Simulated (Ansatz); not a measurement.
Geometry optimisation, DFT LDA, scalar-relativistic, plane waves, PAW in Ansatz.

The input (input.yaml):

```yaml
crystal:
  lattice:
    - [0.0, 3.926, 3.926]
    - [3.926, 0.0, 3.926]
    - [3.926, 3.926, 0.0]
  atoms:
    - { symbol: Mg, position: [0.0, 0.0, 0.0] }
    - { symbol: O, position: [0.25, 0.25, 0.25] }
    - { symbol: Mg, position: [0.0, 0.0, 0.5] }
    - { symbol: O, position: [0.25, 0.25, 0.75] }
    - { symbol: Mg, position: [0.0, 0.5, 0.0] }
    - { symbol: O, position: [0.25, 0.75, 0.25] }
    - { symbol: Mg, position: [0.0, 0.5, 0.5] }
    - { symbol: O, position: [0.25, 0.75, 0.75] }
    - { symbol: Mg, position: [0.5, 0.0, 0.0] }
    - { symbol: O, position: [0.75, 0.25, 0.25] }
    - { symbol: Mg, position: [0.5, 0.0, 0.5] }
    - { symbol: O, position: [0.75, 0.25, 0.75] }
    - { symbol: Mg, position: [0.5, 0.5, 0.0] }
    - { symbol: O, position: [0.75, 0.75, 0.25] }
    - { symbol: Mg, position: [0.5, 0.5, 0.5] }
    - { symbol: O, position: [0.75, 0.75, 0.75] }
    - { symbol: H, position: [0.8765589, 0.8628636, 0.890414] }
total_charge: 1
basis:
  ecutwfc: 420.0
kpoints:
  mp_grid: { grid: [2, 2, 2] }
hamiltonian:
  xc: lda
  pseudopotentials: { kind: paw, azcp: { folder: soft_1 } }
scf:
  occupations: { method: fermi_dirac, width: 0.05 }
  lower_state_search: "off"
relax:
  f_tol: 0.08
  max_steps: 25
  adjacent_minimum: "off"
output:
  write_density: true
  write_potential: true
  elf: true
  volumetric_format: npy
```

Command:

```bash
$ ansatz run input.yaml --threads 1 --pin off --max-ram 3072MiB --backend cpu --events-out ev --progress --plain --runs-dir out
```

**Question.** Where does it end, and by what steps?

**Answer.** The run converged. Limits of this set-up: coarse k mesh, PAW files made for another functional, charged cell in a uniform background, uncorrected. After 9 steps the energy has fallen by 1.645 eV; H17 moved furthest, 0.55 Å. Parted: Mg3–H17 (1.77 → 2.33 Å). Joined: O14–H17 (1.63 → 1.00 Å).

```csv
step,energy less start (eV),largest force component (eV/Å),accepted
0,0.0000,2.298,yes
1,-0.5807,1.168,yes
2,-0.8093,0.312,yes
3,-0.8328,0.430,yes
4,-0.9837,0.872,yes
5,-1.3982,1.264,yes
6,-1.3812,3.500,no
7,-1.5773,0.773,yes
8,-1.6427,0.126,yes
9,-1.6454,0.005,yes
```

```xyz
17
Lattice="0.0000 3.9260 3.9260 3.9260 0.0000 3.9260 3.9260 3.9260 0.0000" Properties=species:S:1:pos:R:3
Mg 0.019 0.022 0.134
O 1.944 1.947 1.970
Mg 1.954 1.957 0.008
O 3.876 3.879 2.011
Mg 1.827 0.022 1.943
O 3.918 1.947 3.943
Mg 3.899 1.959 1.989
O 5.889 3.916 3.924
Mg 0.018 1.831 1.943
O 1.944 3.920 3.943
Mg 1.956 3.902 1.988
O 3.913 5.892 3.925
Mg 1.953 1.956 3.935
O 3.874 3.877 5.939
Mg 3.899 3.902 3.931
O 5.889 5.892 5.901
H 7.225 7.229 6.514
```

The run took 39 s on 1 thread of Arm Neoverse V2 (shared host), peak memory 0.38 GiB.
